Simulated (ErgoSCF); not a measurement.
# BH2Br− (SMILES [BH2-]Br): levels of theory compared

Wanted: a comparison of 3 runs (UHF/STO-3G, UHF/def2-SVP, UPBE0/def2-SVP) of BH2Br−. 

Program for the calculation: ErgoSCF 3.8.

### Step 1. The system as given

BH2Br−: 4 atoms, total charge -1, spin state doublet. SMILES: `[BH2-]Br`. The coordinates come from a GFN2-xTB relaxation.

Bond lengths: B1–Br2 2.076 Å, B1–H3 1.213 Å, B1–H4 1.213 Å. Angles: Br2–B1–H3 109.1°, Br2–B1–H4 109.1°, H3–B1–H4 115.9°.

### Step 2. A single-point energy at UHF/STO-3G (run 1)

Input file input.xyz:

```xyz
4
BBrH2
B     -0.380570     0.148840     0.001750
Br     1.540060     0.580870     0.661540
H     -0.770230    -0.861690     0.547550
H     -0.389260     0.131980    -1.210840
```

Input file input.ego:

```
set_nthreads(1)
molecule "input.xyz"
scf.max_number_of_iterations = 120
basis = "STO-3G"
scf.output_mulliken_pop = 1
spin_polarization = 1
scf.use_diagonalization = 1
charge = -1
tmpdir = "."
run "HF"
```

The basis set STO-3G is read from a file made from the Basis Set Exchange's data (not shown).

On the command line:

```bash
$ ergo input.ego
```

The program printed:

```text
[...]
INSC SCF_general constructor, number of basis functions: 25
[...]
INSC Energy   1 =      -2531.54580882505
[...]
INDE E_LUMO =          0.65199591165
[...]
INSC Energy  13 =      -2570.05837719987  ( diff     -0.000000000022283 )
[...]
RESC CONVERGED after  13 iterations.
RESC FINAL ENERGY:      -2570.05837719987
RESC FINAL <S2> =          0.75616093594
[...]
INSC SCF: dipole_moment_x [atomic units] =      -0.86361260
INSC SCF: dipole_moment_y [atomic units] =      -0.44097371
INSC SCF: dipole_moment_z [atomic units] =      -0.43604719
[...]
```

Wall time 2.5 s (1 thread of Arm Neoverse V2, shared host); peak memory 0.26 GiB.

### Step 3. A single-point energy at UHF/def2-SVP (run 2)

Input file mol.xyz:

```xyz
4
BBrH2
B     -0.380570     0.148840     0.001750
Br     1.540060     0.580870     0.661540
H     -0.770230    -0.861690     0.547550
H     -0.389260     0.131980    -1.210840
```

Input file run.inp:

```
set_nthreads("env")
basis = "def2-SVP"
tmpdir = "."
scf.use_diagonalization = 1
scf.max_number_of_iterations = 120
charge = -1
scf.output_mulliken_pop = 1
spin_polarization = 1
molecule "mol.xyz"
run "HF"
```

The basis set def2-SVP is read from a file made from the Basis Set Exchange's data (not shown).

On the command line:

```bash
$ ergo run.inp
```

The program printed:

```text
[...]
INSC SCF_general constructor, number of basis functions: 56
[...]
INSC Energy   1 =      -1443.34091831087
[...]
INDE E_LUMO =          0.34142704224
[...]
INSC Energy  19 =      -2597.92653606478  ( diff     -0.000000000011369 )
[...]
RESC CONVERGED after  19 iterations.
RESC FINAL ENERGY:      -2597.92653606478
RESC FINAL <S2> =          0.75619244349
[...]
INSC SCF: dipole_moment_x [atomic units] =      -0.70529105
INSC SCF: dipole_moment_y [atomic units] =      -0.66675338
INSC SCF: dipole_moment_z [atomic units] =      -0.52942360
[...]
```

It took 20 s on 1 thread of Arm Neoverse V2, shared host; peak memory 0.26 GiB.

### Step 4. A single-point energy at UPBE0/def2-SVP (run 3)

Input file geom.xyz:

```xyz
4
BBrH2
B     -0.380570     0.148840     0.001750
Br     1.540060     0.580870     0.661540
H     -0.770230    -0.861690     0.547550
H     -0.389260     0.131980    -1.210840
```

Input file run.inp:

```
# BBrH2
set_nthreads("env")
molecule "geom.xyz"
tmpdir = "."
basis = "def2-SVP"
XC.angint = 41
scf.use_diagonalization = 1
XC.radint = 1e-11
XC.sparse_mode = 0
charge = -1
scf.max_number_of_iterations = 120
scf.output_mulliken_pop = 1
spin_polarization = 1
run "PBE0"
```

The basis set def2-SVP is read from a file made from the Basis Set Exchange's data (not shown).

On the command line:

```bash
$ ergo < run.inp
```

The program printed:

```text
[...]
INDF Weighted mixed functional:
[...]
INSC Energy   1 =      -1455.80314704300
[...]
INDE E_LUMO =          0.20242051882
[...]
INSC Energy  18 =      -2599.54481840156  ( diff     -0.000000000037744 )
[...]
RESC CONVERGED after  18 iterations.
RESC FINAL ENERGY:      -2599.54481840156
RESC FINAL <S2> =          0.75281412616
[...]
INSC SCF: dipole_moment_x [atomic units] =      -0.56890584
INSC SCF: dipole_moment_y [atomic units] =      -0.66803757
INSC SCF: dipole_moment_z [atomic units] =      -0.50063408
[...]
```

Wall time 23 s (1 thread of Arm Neoverse V2, shared host); peak memory 0.26 GiB.

### Step 5. The series

| run | level | integration grid | radint | energy (Eh) | ⟨S²⟩ | wall time |
| --- | --- | --- | --- | --- | --- | --- |
| 1 | UHF/STO-3G | – | – | -2570.058377 | 0.756 | 2.5 s |
| 2 | UHF/def2-SVP | – | – | -2597.926536 | 0.756 | 20 s |
| 3 | UPBE0/def2-SVP | Turbo | 1e-11 | -2599.544818 | 0.753 | 23 s |

### Step 6. Summary of results

| quantity | value |
| --- | --- |
| run 3: total energy | -2599.54482 Eh |
| run 3: ⟨S²⟩ | 0.753 |

In words: In run 1 the basis is minimal, so the values are rough. All runs together took 45 s, the longest 23 s.
